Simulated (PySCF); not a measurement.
**C4H5Cl2F: runs on many settings**

Which settings matter for C4H5Cl2F (`FC/C=C\C(Cl)Cl`)?

Computed with PySCF 2.14.0, with density-fitted response routines of our own, on a single molecule in the gas phase. Atoms are numbered from 0 throughout.

## (1) The molecule as given

12 atoms, charge 0, multiplicity 1; geometry from: GFN2-xTB.

Bonds of the start (Å): F0–C1 1.37, C1–C2 1.49, C2–C3 1.33, C3–C4 1.49, C4–Cl5 1.79, C4–Cl6 1.79, C1–H7 1.10, C1–H8 1.10, C2–H9 1.08, C3–H10 1.08, C4–H11 1.09.

## (2) NMR shieldings: PBE0/pcSseg-1

Job settings and geometry (Å):

```
{"job": {"kind": "nmr", "xc": "PBE0", "basis": "pcSseg-1"}, "charge": 0, "multiplicity": 1}
F      2.700683    -0.666058    -0.435039
C      1.388707    -0.660772    -0.035735
C      0.758464     0.650733    -0.362052
C     -0.523056     0.962775    -0.217057
C     -1.589481     0.054750     0.286715
Cl    -1.220631    -0.553960     1.925404
Cl    -1.819558    -1.343878    -0.809122
H      1.385961    -0.847555     1.045014
H      0.892799    -1.492597    -0.548359
H      1.447096     1.389242    -0.746355
H     -0.863059     1.952352    -0.483092
H     -2.556726     0.554284     0.353653
```

Level: GIAO PBE0/pcSseg-1 NMR shielding, non-relativistic, gas phase.

Started as:

```console
> OMP_NUM_THREADS=1 python probes_run.py task.json out
```

The driver reads the jobs from task.json and runs them one after another.

The log of the run:

```text
coarse grid: 11784 points
cycle   1  E = -1174.8730532436  dE =  8.496e-01  |g| = 5.705e-01  |ddm| = 3.163e+00
cycle   2  E = -1174.8089924898  dE =  6.406e-02  |g| = 8.344e-01  |ddm| = 1.251e+00
cycle   3  E = -1174.9385196471  dE = -1.295e-01  |g| = 7.781e-02  |ddm| = 7.909e-01
cycle   4  E = -1174.9394737076  dE = -9.541e-04  |g| = 4.742e-02  |ddm| = 1.065e-01
cycle   5  E = -1174.9399978395  dE = -5.241e-04  |g| = 1.396e-02  |ddm| = 4.967e-02
cycle   6  E = -1174.9400418284  dE = -4.399e-05  |g| = 2.785e-03  |ddm| = 1.267e-02
cycle   7  E = -1174.9400436328  dE = -1.804e-06  |g| = 8.354e-04  |ddm| = 3.512e-03
final grid: 106792 points
cycle   8  E = -1174.9869011865  dE = -4.234e-05  |g| = 7.527e-03  |ddm| = 2.833e-02
cycle   9  E = -1174.9868947272  dE =  6.459e-06  |g| = 9.105e-03  |ddm| = 1.387e-02
cycle  10  E = -1174.9869132320  dE = -1.850e-05  |g| = 1.474e-03  |ddm| = 8.628e-03
cycle  11  E = -1174.9869135879  dE = -3.558e-07  |g| = 2.649e-04  |ddm| = 1.591e-03
cycle  12  E = -1174.9869136013  dE = -1.347e-08  |g| = 9.547e-05  |ddm| = 2.831e-04
cycle  13  E = -1174.9869136032  dE = -1.896e-09  |g| = 4.332e-05  |ddm| = 1.097e-04
cycle  14  E = -1174.9869136037  dE = -4.359e-10  |g| = 6.332e-06  |ddm| = 3.939e-05
converged SCF energy = -1174.9869136037

GIAO shielding tensors (ppm)
atom      isotropic    diamagn.    paramagn.     s11        s22        s33       span
  0 F      424.260     468.942     -44.683    384.642    419.966    468.172     83.531
  1 C      103.090     242.844    -139.754     74.050     82.000    153.221     79.171
  2 C       33.022     252.627    -219.605    -75.928     38.228    136.764    212.692
  3 C       54.800     255.065    -200.266    -43.679     58.120    149.957    193.636
  4 C      106.065     245.156    -139.092     72.809    117.038    128.347     55.539
  5 Cl     659.088    1146.155    -487.067    322.112    641.715   1013.438    691.326
  6 Cl     661.212    1145.965    -484.753    305.509    641.227   1036.900    731.391
  7 H       25.504      27.232      -1.728     19.773     25.182     31.557     11.784
  8 H       25.339      27.224      -1.885     19.657     24.307     32.054     12.397
  9 H       24.865      29.670      -4.805     23.404     23.741     27.450      4.046
 10 H       25.446      30.397      -4.950     23.200     25.970     27.168      3.968
 11 H       25.528      28.454      -2.926     20.604     24.742     31.239     10.635
```

It took 14 s on 1 thread, shared host.

The references, computed at this level on geometries of the same kind, shield at (ppm): 1H TMS 31.72, 13C TMS 186.9, 19F CFCl3 170.9, 35Cl HCl 950. Their shielding less the atom's gives the shift. The references are single molecules in the gas phase, so shifts against H2O, NH3, PH3, H3PO4 or CFCl3 are not on the usual liquid scales and can be off by tens of ppm. Atoms listed in one row are averaged.

```tsv
atoms	environment	σ (ppm)	δ (ppm)	δ scaled to CDCl3
C2	alkene CH	33.0	153.9	148.3
C3	alkene CH	54.8	132.1	127.0
C1	allylic sp3 CH2 bonded to F	103.1	83.8	79.9
C4	allylic sp3 CH bonded to 2 Cl	106.1	80.9	77.0
H9	hydrogen on an alkene CH	24.86	6.85	6.57
H7, H8	hydrogen on an allylic sp3 CH2 bonded to F	25.42	6.30	6.04
H10	hydrogen on an alkene CH	25.45	6.27	6.02
H11	hydrogen on an allylic sp3 CH bonded to 2 Cl	25.53	6.19	5.94
F0	fluorine on an sp3 carbon	424.3	-253.3	–
Cl5, Cl6	chlorine bonded to C	660	290	–
```

The scaled column applies a straight-line fit of computed shieldings to shifts measured in CDCl3, with any fitted terms for Cl, Br or S neighbours, and one for carbons that bear F (root-mean-square error 0.16 ppm for H, 1.9 ppm for C).

The run also stored atomic charges by several schemes (e):

```tsv
atoms	Mulliken	IAO	Hirshfeld	ESP fit
F0	-0.34	-0.33	-0.12	-0.28
C1	0.22	0.03	0.02	0.30
C2	-0.21	-0.12	-0.03	-0.23
C3	-0.07	-0.19	-0.07	-0.01
C4	-0.24	-0.10	0.04	-0.50
Cl5, Cl6	-0.06	-0.07	-0.04	-0.02
```

Mayer bond orders: F0–C1 0.87, C1–C2 1.04, C2–C3 1.89, C3–C4 0.97, C4–Cl5 1.02, C4–Cl6 1.01.

## (3) TDDFT and polarisability: PBE0/def2-SVPD

The job, as its differences from that of step 2:

```diff
@@ -1,2 +1,2 @@
-{"job": {"kind": "nmr", "xc": "PBE0", "basis": "pcSseg-1"}, "charge": 0, "multiplicity": 1}
+{"job": {"kind": "uv", "xc": "PBE0", "basis": "def2-SVPD", "nstates": 6, "ntriplets": 2}, "charge": 0, "multiplicity": 1}
 F      2.700683    -0.666058    -0.435039
```

Method: TDDFT PBE0/def2-SVPD, vertical, gas phase, core orbitals frozen in the response.

The log of the run:

```text
coarse grid: 11784 points
cycle   1  E = -1174.4202255006  dE =  7.864e-01  |g| = 5.227e-01  |ddm| = 5.792e+00
cycle   2  E = -1174.3588140239  dE =  6.141e-02  |g| = 7.750e-01  |ddm| = 2.271e+00
cycle   3  E = -1174.4785631683  dE = -1.197e-01  |g| = 7.669e-02  |ddm| = 1.474e+00
cycle   4  E = -1174.4796285123  dE = -1.065e-03  |g| = 4.178e-02  |ddm| = 2.096e-01
cycle   5  E = -1174.4800444066  dE = -4.159e-04  |g| = 1.363e-02  |ddm| = 8.396e-02
cycle   6  E = -1174.4800875415  dE = -4.313e-05  |g| = 2.861e-03  |ddm| = 2.516e-02
cycle   7  E = -1174.4800895381  dE = -1.997e-06  |g| = 5.761e-04  |ddm| = 7.416e-03
final grid: 106792 points
cycle   8  E = -1174.6070921691  dE = -3.522e-05  |g| = 6.616e-03  |ddm| = 1.229e-01
cycle   9  E = -1174.6070861869  dE =  5.982e-06  |g| = 8.603e-03  |ddm| = 2.811e-02
cycle  10  E = -1174.6071027889  dE = -1.660e-05  |g| = 1.152e-03  |ddm| = 1.437e-02
cycle  11  E = -1174.6071030678  dE = -2.789e-07  |g| = 2.069e-04  |ddm| = 2.388e-03
cycle  12  E = -1174.6071030755  dE = -7.726e-09  |g| = 1.039e-04  |ddm| = 6.936e-04
cycle  13  E = -1174.6071030780  dE = -2.485e-09  |g| = 3.974e-05  |ddm| = 2.367e-04
cycle  14  E = -1174.6071030784  dE = -3.840e-10  |g| = 5.475e-06  |ddm| = 7.935e-05
converged SCF energy = -1174.6071030784

Static polarisability (au): isotropic 76.610, principal 70.291 74.136 85.404

Singlet excitations
state   eV       nm        f      main configurations
  1   5.9465    208.5   0.14229   H->L 0.85, H-2->L 0.11
  2   6.1890    200.3   0.00048   H-1->L 0.87, H->L+1 0.11
  3   6.3169    196.3   0.00026   H->L+1 0.85, H-1->L 0.11
  4   6.4525    192.1   0.06931   H-2->L 0.86, H->L 0.10
  5   6.7001    185.0   0.00397   H-3->L 0.85, H-1->L+1 0.12
  6   6.8538    180.9   0.00057   H-4->L 0.67, H-2->L+1 0.28

Triplet excitations (Tamm-Dancoff, eV): 3.8493 5.7825
```

Wall time 22 s (1 thread, shared host).

The orbitals next to the gap, with their largest atomic shares:

```tsv
orbital	eV	atoms
HOMO−3	-9.38	Cl5 36 %, Cl6 31 %, F0 11 %
HOMO−2	-9.04	Cl6 44 %, Cl5 44 %
HOMO−1	-8.97	Cl6 37 %, Cl5 31 %, C4 11 %
HOMO	-8.03	C3 32 %, C2 28 %, Cl6 11 %
LUMO	-1.36	C2 26 %, C3 22 %, C4 13 %
LUMO+1	-0.39	Cl5 34 %, Cl6 32 %, C4 26 %
LUMO+2	0.41	Cl5 16 %, H11 15 %, Cl6 15 %
```

With each of the 6 states as a Gaussian band of 0.4 eV half-width at 1/e, the curve within the window shown has maxima at 206 nm (ε 6,500) L/(mol cm). Beyond the last state computed it falls off for lack of states. The curve at chosen wavelengths:

nm, ε (L/mol/cm) and a bar:
```
      173        188 
      175        342 #
      178        727 ###
      180       1098 ####
      182       1554 #######
      185       2339 ##########
      187       2883 #############
      189       3411 ###############
      192       4148 ###################
      194       4607 #####################
      196       5050 #######################
      199       5677 ##########################
      201       6039 ############################
      203       6314 #############################
      205       6460 ##############################
      208       6369 ##############################
      210       6088 ############################
      212       5647 ##########################
      215       4764 ######################
      217       4097 ###################
      219       3423 ###############
      222       2480 ###########
      224       1936 ########
      226       1474 ######
      229        936 ####
      231        673 ##
```

Ground-state properties from the same run:

```tsv
property	computed
dipole moment (D)	2.19
polarisability (Å³)	11.35
HOMO–LUMO gap (eV)	6.68
−ε(HOMO) (eV)	8.03
```

## (4) Shielding tensors: OPBE/pcSseg-1

Job settings and geometry (Å):

```
{"job": {"kind": "nmr", "xc": "OPBE", "basis": "pcSseg-1", "pop": true, "scf": {"max_cycle": 98}}, "charge": 0, "multiplicity": 1}
F      2.970751    -0.732664    -0.478543
C      1.527578    -0.726849    -0.039308
C      0.834310     0.715806    -0.398257
C     -0.575362     1.059053    -0.238763
C     -1.748429     0.060225     0.315386
Cl    -1.342694    -0.609356     2.117944
Cl    -2.001514    -1.478266    -0.890034
H      1.524557    -0.932310     1.149515
H      0.982079    -1.641857    -0.603195
H      1.591806     1.528166    -0.820991
H     -0.949365     2.147587    -0.531401
H     -2.812399     0.609712     0.389018
```

Level: GIAO OPBE/pcSseg-1 NMR shielding, non-relativistic, gas phase.

The log of the run:

```text
final grid: 106792 points
cycle   1  E = -1175.2108459470  dE = -1.297e-01  |g| = 6.923e-01  |ddm| = 2.922e+00
cycle   2  E = -1174.6811061734  dE =  5.297e-01  |g| = 1.722e+00  |ddm| = 1.986e+00
cycle   3  E = -1175.3117453210  dE = -6.306e-01  |g| = 1.581e-01  |ddm| = 1.488e+00
cycle   4  E = -1175.3131057773  dE = -1.360e-03  |g| = 1.390e-01  |ddm| = 2.412e-01
cycle   5  E = -1175.3175605489  dE = -4.455e-03  |g| = 6.213e-02  |ddm| = 1.444e-01
cycle   6  E = -1175.3186041921  dE = -1.044e-03  |g| = 1.261e-02  |ddm| = 5.563e-02
cycle   7  E = -1175.3186408353  dE = -3.664e-05  |g| = 3.594e-03  |ddm| = 1.371e-02
cycle   8  E = -1175.3186438679  dE = -3.033e-06  |g| = 1.288e-03  |ddm| = 3.440e-03
cycle   9  E = -1175.3186442508  dE = -3.830e-07  |g| = 3.327e-04  |ddm| = 1.403e-03
cycle  10  E = -1175.3186442792  dE = -2.839e-08  |g| = 9.161e-05  |ddm| = 4.437e-04
cycle  11  E = -1175.3186442813  dE = -2.050e-09  |g| = 3.053e-05  |ddm| = 1.089e-04
cycle  12  E = -1175.3186442815  dE = -2.392e-10  |g| = 5.750e-06  |ddm| = 3.608e-05
converged SCF energy = -1175.3186442815

GIAO shielding tensors (ppm)
atom      isotropic    diamagn.    paramagn.     s11        s22        s33       span
  0 F      320.725     468.788    -148.063    230.875    316.920    414.379    183.504
  1 C       68.554     246.009    -177.455     36.041     47.983    121.638     85.597
  2 C        9.456     251.914    -242.458    -93.387     12.457    109.297    202.684
  3 C       26.326     253.916    -227.591    -66.152     33.968    111.161    177.314
  4 C       45.349     245.716    -200.367     -3.418     62.436     77.029     80.447
  5 Cl     387.499    1146.303    -758.804    -75.632    246.859    991.270   1066.902
  6 Cl     384.145    1146.128    -761.983    -96.787    242.852   1006.369   1103.156
  7 H       22.919      25.221      -2.301     18.872     22.417     27.469      8.597
  8 H       22.768      25.372      -2.604     18.699     21.804     27.800      9.101
  9 H       22.359      26.410      -4.051     20.574     21.811     24.691      4.117
 10 H       22.651      26.890      -4.239     21.283     22.419     24.252      2.969
 11 H       22.392      25.489      -3.096     18.576     22.406     26.196      7.620
```

It took 18 s on 1 thread, shared host.

All coordinates were scaled by 1.1, so these values belong to a distorted geometry and are kept out of the summary. Its HOMO lies at -6.84 eV, against -8.01 eV in step 2 (PBE0/pcSseg-1), a different level, so the two don't compare directly.

## (5) NMR shieldings: B97-2/pcSseg-1

Job settings and geometry (Å):

```
{"job": {"kind": "nmr", "xc": "B97-2", "basis": "pcSseg-1", "pop": true}, "charge": 0, "multiplicity": 1}
F      2.700683    -0.666058    -0.435039
C      1.388707    -0.660772    -0.035735
C      0.758464     0.650733    -0.362052
C     -0.523056     0.962775    -0.217057
C     -1.589481     0.054750     0.286715
Cl    -1.220631    -0.553960     1.925404
Cl    -1.819558    -1.343878    -0.809122
H      1.385961    -0.847555     1.045014
H      0.892799    -1.492597    -0.548359
H      1.447096     1.389242    -0.746355
H     -0.863059     1.952352    -0.483092
H     -2.556726     0.554284     0.353653
```

With the program's defaults for keys left out, this is: GIAO B97-2/pcSseg-1 NMR shielding, non-relativistic, gas phase.

The log of the run:

```text
coarse grid: 11784 points
cycle   1  E = -1175.4591849381  dE =  8.218e-01  |g| = 6.036e-01  |ddm| = 3.166e+00
cycle   2  E = -1175.3819287072  dE =  7.726e-02  |g| = 8.987e-01  |ddm| = 1.334e+00
cycle   3  E = -1175.5298050183  dE = -1.479e-01  |g| = 8.751e-02  |ddm| = 8.599e-01
cycle   4  E = -1175.5311942937  dE = -1.389e-03  |g| = 4.701e-02  |ddm| = 1.186e-01
cycle   5  E = -1175.5316999803  dE = -5.057e-04  |g| = 1.645e-02  |ddm| = 5.119e-02
cycle   6  E = -1175.5317614722  dE = -6.149e-05  |g| = 2.792e-03  |ddm| = 1.444e-02
cycle   7  E = -1175.5317632570  dE = -1.785e-06  |g| = 9.172e-04  |ddm| = 3.710e-03
final grid: 106792 points
cycle   8  E = -1175.5546852610  dE = -5.349e-05  |g| = 9.771e-03  |ddm| = 3.447e-02
cycle   9  E = -1175.5546782760  dE =  6.985e-06  |g| = 1.104e-02  |ddm| = 1.530e-02
cycle  10  E = -1175.5546958913  dE = -1.762e-05  |g| = 1.977e-03  |ddm| = 1.022e-02
cycle  11  E = -1175.5546966103  dE = -7.190e-07  |g| = 5.072e-04  |ddm| = 2.091e-03
cycle  12  E = -1175.5546966667  dE = -5.641e-08  |g| = 1.570e-04  |ddm| = 5.279e-04
cycle  13  E = -1175.5546966723  dE = -5.643e-09  |g| = 3.119e-05  |ddm| = 1.553e-04
cycle  14  E = -1175.5546966725  dE = -2.042e-10  |g| = 1.203e-05  |ddm| = 3.847e-05
converged SCF energy = -1175.5546966725

GIAO shielding tensors (ppm)
atom      isotropic    diamagn.    paramagn.     s11        s22        s33       span
  0 F      421.884     469.186     -47.303    382.630    419.303    463.719     81.089
  1 C      103.172     242.995    -139.823     74.253     82.450    152.813     78.560
  2 C       35.842     252.639    -216.797    -70.459     41.274    136.711    207.170
  3 C       56.913     255.106    -198.193    -39.092     60.730    149.100    188.192
  4 C      105.165     245.245    -140.081     71.915    116.144    127.435     55.520
  5 Cl     658.804    1146.810    -488.007    324.730    636.774   1014.907    690.177
  6 Cl     660.730    1146.615    -485.885    308.476    636.149   1037.563    729.087
  7 H       25.624      27.461      -1.836     19.950     25.284     31.638     11.687
  8 H       25.461      27.485      -2.024     19.834     24.419     32.129     12.295
  9 H       25.041      29.861      -4.820     23.620     23.926     27.576      3.957
 10 H       25.603      30.557      -4.954     23.383     26.119     27.308      3.926
 11 H       25.625      28.444      -2.819     20.731     24.898     31.247     10.516
```

Wall time 14 s (1 thread, shared host).

In short: δ C2 150.4, C3 129.3, C1 83.0, C4 81.0, H9 6.78, H7 6.28 ppm (means over like atoms).

## (6) TDDFT and polarisability: CAM-B3LYP/3-21G

The job, as its differences from that of step 5:

```diff
@@ -1,2 +1,2 @@
-{"job": {"kind": "nmr", "xc": "B97-2", "basis": "pcSseg-1", "pop": true}, "charge": 0, "multiplicity": 1}
+{"job": {"kind": "uv", "xc": "CAM-B3LYP", "basis": "3-21G", "nstates": 12, "ntriplets": 5, "tda": false, "scf": {"guess": "huckel"}}, "charge": 0, "multiplicity": 1}
 F      2.700683    -0.666058    -0.435039
```

Method: TDDFT CAM-B3LYP/3-21G, vertical, gas phase, core orbitals frozen in the response.

The log of the run:

```text
final grid: 106792 points
cycle   1  E = -1159.9824203807  dE =  6.684e+00  |g| = 6.421e+00  |ddm| = 8.264e+00
cycle   2  E = -1130.9302776750  dE =  2.905e+01  |g| = 9.866e+00  |ddm| = 1.826e+01
cycle   3  E = -1168.7964065442  dE = -3.787e+01  |g| = 1.803e+00  |ddm| = 1.711e+01
cycle   4  E = -1169.2613604135  dE = -4.650e-01  |g| = 1.263e+00  |ddm| = 3.414e+00
cycle   5  E = -1169.6870960693  dE = -4.257e-01  |g| = 2.313e-01  |ddm| = 1.589e+00
cycle   6  E = -1169.6962878705  dE = -9.192e-03  |g| = 1.409e-01  |ddm| = 4.011e-01
cycle   7  E = -1169.7008398346  dE = -4.552e-03  |g| = 1.371e-02  |ddm| = 1.440e-01
cycle   8  E = -1169.7009051589  dE = -6.532e-05  |g| = 5.761e-03  |ddm| = 2.618e-02
cycle   9  E = -1169.7009136547  dE = -8.496e-06  |g| = 2.057e-03  |ddm| = 8.201e-03
cycle  10  E = -1169.7009148759  dE = -1.221e-06  |g| = 3.674e-04  |ddm| = 2.668e-03
cycle  11  E = -1169.7009149425  dE = -6.657e-08  |g| = 1.514e-04  |ddm| = 9.308e-04
cycle  12  E = -1169.7009149520  dE = -9.475e-09  |g| = 2.355e-05  |ddm| = 2.808e-04
cycle  13  E = -1169.7009149522  dE = -2.672e-10  |g| = 8.835e-06  |ddm| = 6.250e-05
converged SCF energy = -1169.7009149522

Static polarisability (au): isotropic 52.093, principal 48.229 50.092 57.957

Singlet excitations
state   eV       nm        f      main configurations
  1   6.5233    190.1   0.18573   H->L 0.91
  2   6.7551    183.5   0.00166   H-1->L 0.54, H->L+1 0.29
  3   6.9248    179.0   0.00188   H->L+1 0.41, H-1->L 0.34, H-2->L+1 0.15
  4   7.0433    176.0   0.03003   H-2->L 0.79
  5   7.1296    173.9   0.01271   H-3->L 0.45, H-1->L+1 0.34
  6   7.2915    170.0   0.00068   H-4->L 0.45, H-2->L+1 0.21, H->L+1 0.15
  7   7.6278    162.5   0.01710   H-5->L 0.46, H-4->L 0.19, H-2->L+1 0.14
  8   7.6488    162.1   0.02954   H-1->L+1 0.43, H-3->L 0.43
  9   7.9302    156.3   0.00272   H-3->L+1 0.58, H-6->L+1 0.21, H-4->L 0.11
 10   8.1528    152.1   0.00763   H-4->L+1 0.47, H-5->L+1 0.41
 11   8.3335    148.8   0.12644   H-5->L 0.40, H-2->L+1 0.35, H-4->L 0.12
 12   8.4367    147.0   0.04902   H-6->L 0.90

Triplet excitations (Tamm-Dancoff, eV): 4.0599 6.2167 6.3500 6.4399 6.4911
```

Wall time 9.6 s (1 thread, shared host).

Key values: HOMO -9.20 eV, LUMO 0.22 eV; lowest singlet 6.52 eV.

## (7) Comparing the runs: NMR shifts

Shifts (ppm) of some atoms, chosen among heavy atoms and hydrogens apart, with basis size and wall time:

```tsv
run	C2	C3	C1	C4	H9	H10	F0	functions	time
PBE0/pcSseg-1	153.9	132.1	83.8	80.9	6.85	6.27	-253.3	158	14 s
B97-2/pcSseg-1	150.4	129.3	83.0	81.0	6.78	6.22	-250.1	158	14 s
```

## (8) Comparing the runs: electronic excitations

Excitations and ground-state properties, with basis size and wall time:

```tsv
run	lowest singlet (eV)	brightest (eV)	f	gap (eV)	α (Å³)	μ (D)	functions	time
PBE0/def2-SVPD	5.95	5.95	0.142	6.68	11.35	2.19	197	22 s
CAM-B3LYP/3-21G	6.52	6.52	0.186	9.43	7.72	2.43	81	9.6 s
```

## (9) Results

| quantity | value |
| --- | --- |
| 13C shifts against TMS (PBE0/pcSseg-1) | 153.9, 132.1, 83.8, 80.9 ppm |
| 1H shifts against TMS (PBE0/pcSseg-1, means over atoms taken as alike) | 6.85, 6.30, 6.27, 6.19 ppm |
| 19F shifts against CFCl3 (PBE0/pcSseg-1) | -253.3 ppm |
| 35Cl shifts against HCl (PBE0/pcSseg-1, means over atoms taken as alike) | 290 ppm |
| lowest singlet (PBE0/def2-SVPD) | 5.95 eV (208 nm), f = 0.142 |
| lowest triplet | 3.85 eV |
| range of the shift of C2 | 150.4 to 153.9 ppm |
| range of the lowest singlet | 5.95 to 6.52 eV |
| property runs in this session | 5, of which 0 failed and 1 gave unsound results |

**Reading.** Single values in the summary come from the first run of each kind that ended normally (PBE0/pcSseg-1; PBE0/def2-SVPD), which need not be the best level. C4 stands next to heavy halogen, whose spin-orbit shielding this run leaves out, so the computed shift lies too far downfield, most of all for carbon beside Br or I. At PBE0/pcSseg-1: Shielding is most anisotropic at Cl5, Cl6 (span 711 ppm, paramagnetic term -486 ppm). The lowest singlet, at 5.95 eV, is HOMO→LUMO 0.85, HOMO−2→LUMO 0.11 and is bright. The lowest triplet lies 2.10 eV below the lowest singlet (triplets in Tamm-Dancoff, singlets in full TDDFT). Among the atoms with a shift in every run: Across the 2 runs the shift of C2 moves most, between 150.4 (B97-2/pcSseg-1) and 153.9 ppm (PBE0/pcSseg-1). The lowest singlet runs from 5.95 eV (PBE0/def2-SVPD) to 6.52 eV (CAM-B3LYP/3-21G), while the orbital gap spans 6.68 to 9.43 eV. The lowest state need not be the same one in every run. The runs solved for a few states only, so the brightest column depends on that window.
